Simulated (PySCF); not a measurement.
# YS: bond curves at several levels of theory

One job finds the state of YS, follows it along the bond with each method and fits the curves.

Computed with PySCF 2.14.0. Level: Y x2c-TZVPPall, S x2c-TZVPPall, spin-free X2C with a Gaussian nucleus.

## 1. Set-up

The job is set up so:

| Quantity | Value |
| --- | --- |
| atoms | Y, S |
| charge | 0 |
| basis | Y x2c-TZVPPall, S x2c-TZVPPall |
| Hamiltonian | spin-free X2C with a Gaussian nucleus |
| basis functions | 121 |
| electrons treated | 55 |
| masses in u | 88.9058, 31.9721 |
| levels | PBE0, PBE, r²SCAN, MN15, M06, B97-3, BP86, CAM-B3LYP, HF, MP2, SCS-MP2, CCSD, CCSD(T) |
| grid | 80 radial by 434 angular points |
| occupations | held fixed by the projection of orbital angular momentum |
| dissociation limit | Y + S, each in its ground configuration |
| starting distance in angstrom | 2.450 |
| values of 2S to try | 1, 3, 5 |

On the command line:

```sh
OMP_NUM_THREADS=2 python dia.py task.json out
```

Further steps of the session: The PBE0 curve of the state that the search chose; Other states along the same grid; PBE; r²SCAN; MN15 (hybrid meta-GGA); M06; B97-3 (global hybrid GGA); BP86; CAM-B3LYP (range-separated hybrid); UHF (mean field); Correlated methods on the Hartree–Fock reference.

**Question.** What will these runs give? Wanted: for each run, Re; ωe; De; μ.

The runs gave:

Lowest PBE0 solution found, without spin–orbit coupling: ²Σ⁺ (doublet), unpaired electrons σ ↑. State 2 has its PBE0 minimum 1.15 eV higher. State 3 has its PBE0 minimum 1.47 eV higher. The other levels ran on the lowest alone.

```
      level  Re (Å)  ωe (cm⁻¹)  De (eV)  μ (D)
        UHF   2.294        512     3.52  -7.17
    UHF-MP2   2.276        505     5.52    n/a
UHF-SCS-MP2   2.283        501     5.26    n/a
   UHF-CCSD   2.285        505     4.90    n/a
UHF-CCSD(T)   2.294        490     5.17    n/a
        PBE   2.276        484     5.81  -5.81
       BP86   2.281        482     5.75  -5.88
     r²SCAN   2.272        497     5.64  -6.10
       PBE0   2.262        506     5.51  -6.27
      B97-3   2.278        494     5.40  -6.16
        M06   2.271        497     5.23  -6.38
       MN15   2.252        511     5.18  -6.49
  CAM-B3LYP   2.268        508     5.20  -6.70
```

De is counted to Y + S in their ground configurations. A positive dipole means Y(−)S(+).

Differences from CCSD(T) in the same basis:

```csv
level,Re (mÅ),ωe (%)
UHF,0,+4.4
UHF-MP2,-18,+3.0
UHF-SCS-MP2,-11,+2.3
UHF-CCSD,-9,+3.0
PBE,-17,-1.1
BP86,-13,-1.7
r²SCAN,-21,+1.3
PBE0,-32,+3.2
B97-3,-16,+0.8
M06,-23,+1.5
MN15,-41,+4.2
CAM-B3LYP,-26,+3.7
```

What this shows: Judged by CCSD(T) in the same basis: best bond length UHF (0 mÅ), worst MN15 (-41 mÅ); best wavenumber B97-3 (+0.8 %), worst UHF (+4.4 %). Of the levels with a De here, UHF gives the least (3.52 eV) and PBE the most (5.81 eV).

Correlated steps freeze 19 core orbitals. With d or f electrons several states lie close, and the lowest PBE0 determinant need not be the measured ground state. Spin–orbit coupling is left out.
